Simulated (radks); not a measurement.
**The Coulomb parameter U of the 4d shell of Mo**

The task here is to estimate one member of a computed series from the others.

The numbers are computed with radks (a radial shooting solver on a logarithmic mesh, Libxc functionals) version 1 (scalar-relativistic Kohn-Sham, PBE, spin-unpolarised, spherical densities, point nucleus), except any that are marked as measured or tabulated.

### Starting point

* element: molybdenum (Z = 42)
* charge: 0
* electrons: 42
* configuration: [Kr] 4d3.5 5s1 5p1.5

Set-up of the first run:

Settings of this run:

```text
Z 42
configuration [Kr] 4d3.5 5s1 5p1.5
relativity scalar-relativistic
functional pbe,pbe
spin unpolarised
nucleus point
c 137.035999084
```

Among the steps run: Start: [Kr] 4d3.5 5s1 5p1.5.

One table of the session follows, with a row left open; its other results are not shown here.

It belongs to the step «Start: [Kr] 4d3.5 5s1 5p1.5». Radial moments (bohr):

```
level     <r>  outermost maximum (interpolated)  90 % within  nodes
   3s  0.4289                             0.384        0.634      2
   3p  0.4306                             0.377        0.651      1
   3d  0.4152                             0.323        0.664      0
   4s   1.101                             0.988         1.60      3
   4p   1.223                              1.07         1.81      2
   4d   1.768                              1.34         2.83      1
   5s       ?                                 ?            ?      ?
   5p   4.344                              3.54         6.61      3
```

**Question.** Estimate the row for 5s.

The run gave: <r>: 3.238; outermost maximum (interpolated): 2.75; 90 % within: 4.80; nodes: 4. In the column «<r>» it lies between 4d (1.768) and 5p (4.344).
